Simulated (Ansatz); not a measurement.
# SiAs (sextet): wave-function methods side by side, cc-pVTZ

How much of the correlation energy of SiAs (sextet) does each wave-function method recover here?

Method: cc-pVTZ, core rule «outside noble gas», up to 19 orbitals frozen; program: Ansatz 0.2.0, Gaussian basis.

The runs, in order: UHF; CCSD(T) on ROHF; CCSD(T) on UHF; BCCD(T) on ROHF; CISD as a restricted active space (open shells left free, so some higher excitations enter); CCSDT(Q) on ROHF; CCSDT(Q) on UHF; CASSCF and MRCISD+Q, 9 electrons in 8 orbitals; CASSCF and NEVPT2, 9 electrons in 8 orbitals.

20 further runs of the same task are left out: 10 that didn't finish, 10 set aside as unsound or not needed. Runs told in other sessions of the task aren't counted.

### 1 The system

The geometry is a PBE0/def2-TZVP stationary point (not a proven minimum) of the parent state, kept for this charge and spin. No spin-orbit coupling is included. The filled d shell of As may be among the frozen orbitals whatever the setting's name suggests.

2 atoms, charge 0, spin multiplicity 6.

Atoms are counted from 1 here; the program's logs count them from 0.

Bond lengths: Si1–As2 2.454 Å.

### 2 UHF

in.yaml

```yaml
crystal:
  periodic: [false, false, false]
  atoms:
    - {symbol: Si, position_ang: [0.000000, 0.000000, 0.000000]}
    - {symbol: As, position_ang: [0.000000, 0.000000, 2.453600]}
basis:
  gaussian: {orbitals: cc-pVTZ}
magnetization: {spin_polarized: true, initial_magnetization: 5}
hamiltonian: {xc: hf}
output: {orbitals: {seedname: orbitals}}
```

Run with:

```bash
$ ansatz run in.yaml --threads 1 --pin off --events-out ev --progress --plain --max-ram 2393MiB
```

After this run come: CCSD(T) on ROHF; CCSD(T) on UHF; BCCD(T) on ROHF; CISD as a restricted active space (open shells left free, so some higher excitations enter); CCSDT(Q) on ROHF; CCSDT(Q) on UHF; CASSCF and MRCISD+Q, 9 electrons in 8 orbitals; CASSCF and NEVPT2, 9 electrons in 8 orbitals.

Q: Predict the results of all the runs planned. Wanted: UCCSDT(Q) from the RHF energy; RMP2 from UCCSDT(Q); UMP2 from UCCSDT(Q); RCCSD from UCCSDT(Q); RCCSD(T) from UCCSDT(Q); UCCSD(T) from UCCSDT(Q); RCCSDT(Q) from UCCSDT(Q); NEVPT2 valence from UCCSDT(Q); MRCISD+Q valence from UCCSDT(Q).

The runs gave:

```
                         quantity                      value
    UCCSDT(Q) from the ROHF energy                 -5.0843 eV
              RMP2 from UCCSDT(Q)            +23.65 kcal/mol
              UMP2 from UCCSDT(Q)            +24.72 kcal/mol
             RCCSD from UCCSDT(Q)             +6.86 kcal/mol
          RCCSD(T) from UCCSDT(Q)             +1.53 kcal/mol
          UCCSD(T) from UCCSDT(Q)             +1.19 kcal/mol
         RCCSDT(Q) from UCCSDT(Q)             +0.38 kcal/mol
    NEVPT2 valence from UCCSDT(Q)            +24.19 kcal/mol
  MRCISD+Q valence from UCCSDT(Q)             +2.34 kcal/mol
levels within 1 kcal/mol (43 meV)  RCCSDT, UCCSDT, RCCSDT(Q)
                    T1 diagnostic                      0.026
   effectively unpaired electrons                       5.01
```

In words: RCCSD(T) misses by +1.53 kcal/mol, 1.3 % of the correlation energy. One determinant dominates. Of the multireference levels listed MRCISD+Q valence comes nearest in total energy (+2.34 kcal/mol), which doesn't show that its space is the better one. These misses are within one basis, not against nature; the frozen cores of restricted and unrestricted runs differ, which can shift their rows.

With open shells the CI space here admits some higher excitations, so it is larger than plain CISD.
